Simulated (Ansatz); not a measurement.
# Y3AlN4: the cost of one run

Computed with Ansatz 0.2.0 (DFT PBE, scalar-relativistic, plane waves, PAW, unless a step's input says otherwise).

### Step 1. The system as given

It takes space group P4/mmm (No. 123, tetragonal). Conventional cell: a = 3.564 Å, b = 3.564 Å, c = 10.080 Å, α = 90.00°, β = 90.00°, γ = 90.00°. Around Y (site symmetry 4/mmm) lie 6 N at 2.52 Å. Y (site symmetry 4mm) is surrounded by 6 N at 2.52 Å. Al (site symmetry 4/mmm) is surrounded by 6 N at 2.52 Å. N (site symmetry 4mm) has 5 Y at 2.52 Å and 1 Al at 2.52 Å as nearest neighbours. Around N (site symmetry 4/mmm) lie 2 Y at 2.52 Å and 4 Al at 2.52 Å. Around N (site symmetry 4/mmm) lie 6 Y at 2.52 Å.

As a file:

```xyz
8
Lattice="3.5637 0.0000 0.0000 0.0000 3.5637 0.0000 0.0000 0.0000 10.0796" Properties=species:S:1:pos:R:3 pbc="T T T"
Y     0.0000    0.0000    0.0000
Y     1.7818    1.7818    2.5199
Y     1.7818    1.7818    7.5597
Al    0.0000    0.0000    5.0398
N     0.0000    0.0000    2.5199
N     1.7818    1.7818    5.0398
N     0.0000    0.0000    7.5597
N     1.7818    1.7818    0.0000
```

The start is an ordering of an alloy on its end members' structure types: elements ordered on the sites of the AlN type, Al/Y on Al (P4/mmm, No. 123).

### Step 2. Probe: one point on a coarse mesh

input.yaml

```yaml
crystal:
  lattice:
    - [3.56368935, 0.0, 0.0]
    - [0.0, 3.56368935, 0.0]
    - [0.0, 0.0, 10.07963561]
  atoms:
    - { symbol: "Y", position: [0.0, 0.0, 0.0] }
    - { symbol: "Y", position: [0.5, 0.5, 0.25] }
    - { symbol: "Y", position: [0.5, 0.5, 0.75] }
    - { symbol: Al, position: [0.0, 0.0, 0.5] }
    - { symbol: "N", position: [0.0, 0.0, 0.25] }
    - { symbol: "N", position: [0.5, 0.5, 0.5] }
    - { symbol: "N", position: [0.0, 0.0, 0.75] }
    - { symbol: "N", position: [0.5, 0.5, 0.0] }
basis:
  ecutwfc: 420
kpoints:
  mp_grid: { grid: [6, 6, 2] }
hamiltonian:
  xc: pbe
scf:
  occupations: { method: gaussian, width: 0.1 }
  lower_state_search: "off"
output:
  forces: true
  stress: true
  eigenvalues: true
```

Command:

```sh
ansatz run input.yaml --threads 1 --pin off --max-ram 2560MiB --backend cpu --events-out ev --progress --plain --runs-dir out
```

What time and memory should one allow on 1 thread of Intel Xeon Platinum 8488C (Sapphire Rapids), shared host?

About 3.5 s, with a peak of 0.45 GiB.
